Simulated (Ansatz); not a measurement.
# Mo (bcc type): the cost of one run

Computed with Ansatz 0.2.0 (DFT, LDA, all-electron LAPW, scalar-relativistic, unless a step's input says otherwise).

1 further run of the same task is left out (it didn't finish).

### Step 1. Starting point

Symmetry: Im-3m, No. 229, cubic system. Conventional cell: a = 3.111 Å, b = 3.111 Å, c = 3.111 Å, α = 90.00°, β = 90.00°, γ = 90.00°. Mo (site symmetry m-3m) is surrounded by 8 Mo at 2.69 Å.

Coordinates:

```cif
data_structure
_symmetry_space_group_name_H-M 'P 1'
_symmetry_Int_Tables_number 1
_cell_length_a 2.6943
_cell_length_b 2.6943
_cell_length_c 4.3998
_cell_angle_alpha 90.000
_cell_angle_beta 90.000
_cell_angle_gamma 109.471
_cell_volume 30.11
loop_
_atom_site_label
_atom_site_type_symbol
_atom_site_fract_x
_atom_site_fract_y
_atom_site_fract_z
_atom_site_occupancy
Mo1 Mo 0.00000 0.00000 0.00000 1
Mo2 Mo 0.50000 0.50000 0.50000 1
```

Atoms are numbered in the order of the input: Mo1, Mo2.

### Step 2. Bulk in the slab's orientation, LAPW

input.yaml reads:

```yaml
crystal:
  lattice:
    - [-1.555562093, 1.555562093, 1.555562093]
    - [1.555562093, -1.555562093, 1.555562093]
    - [3.1111241859, 3.1111241859, 0.0]
  atoms:
    - { symbol: Mo, position: [0.0, 0.0, 0.0] }
    - { symbol: Mo, position: [0.5, 0.5, 0.5] }
kpoints:
  mp_grid: { grid: [13, 13, 8] }
scf:
  occupations: { method: fermi_dirac, width: 0.05 }
hamiltonian:
  xc: lda
  pseudopotentials: { kind: all_electron, lapw: { basis_error: 0.001 } }
output:
  forces: true
  stress: true
  eigenvalues: true
```

Run with:

```bash
$ ansatz run input.yaml --threads 2 --pin off --max-ram 4096MiB --backend cpu --events-out ev --progress --plain --runs-dir out
```

Q: Estimate wall time and peak memory on 2 threads of Arm Neoverse V1, shared host.

About 31 s, with a peak of 0.73 GiB.
